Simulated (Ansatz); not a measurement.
# ZrNH+ (quartet): from Hartree-Fock to the top rungs, def2-TZVPP

One table from this session's results is given with a row withheld; the runs are named, their logs left out.

The runs use Ansatz 0.2.0, Gaussian basis; def2-TZVPP, core rule «outside noble gas», up to 5 orbitals frozen.

The runs, in order: UHF; CCSD(T) on ROHF; CCSD(T) on UHF; CCSDT(Q) on ROHF; CCSDT(Q) on UHF.

8 further runs of the same task are left out: 5 for a known fault of the program, 3 set aside as unsound or not needed.

### The geometry

The geometry is a PBE0/def2-TZVP stationary point (not a proven minimum). No spin-orbit coupling is included. Elements past krypton take def2 core potentials.

3 atoms, charge 1, spin multiplicity 4.

Atoms are counted from 1 here; the program's logs count them from 0.

Bond lengths: Zr1–N2 1.930 Å, N2–H3 1.019 Å. Angles: Zr1–N2–H3 180.0°.

Set-up of the first run:

Input file in.yaml:

```yaml
crystal:
  periodic: [false, false, false]
  atoms:
    - {symbol: Zr, position_ang: [0.000000, 0.000000, 1.626338]}
    - {symbol: N, position_ang: [0.000000, 0.000000, -0.303487]}
    - {symbol: H, position_ang: [0.000000, 0.000000, -1.322851]}
basis:
  gaussian: {orbitals: def2-TZVPP}
total_charge: 1
magnetization: {spin_polarized: true, initial_magnetization: 3}
hamiltonian: {xc: hf}
output: {orbitals: {seedname: orbitals}}
```

Started as:

```
$ ansatz run in.yaml --threads 1 --pin off --events-out ev --progress --plain --max-ram 4096MiB --backend cpu
```

Steps of the session up to this table: UHF; CCSD(T) on ROHF; CCSD(T) on UHF; CCSDT(Q) on ROHF; CCSDT(Q) on UHF.

One table of the session follows, with a row left open; its other results are not shown here.

| method | from RCCSDT(Q) (kJ/mol) |
| --- | --- |
| ROHF | ? |
| UHF | +628.0 |
| RMP2 | +70.8 |
| UMP2 | +64.4 |
| RCCSD | +32.4 |
| UCCSD | +24.0 |
| RCCSD(T) | +3.4 |
| UCCSD(T) | -4.6 |
| RCCSDT | +1.3 |
| UCCSDT | -6.8 |
| RCCSDT(Q) | 0 |
| UCCSDT(Q) | -8.6 |

Estimate the missing values for ROHF.

**Answer.** from RCCSDT(Q) (kJ/mol): +646.9. In the column «from RCCSDT(Q) (kJ/mol)» it is the highest.

To keep in mind: Restricted and unrestricted rows rest on different reference determinants; where their highest levels disagree by more than a few hundredths of an eV, they describe different states and don't form one ladder.
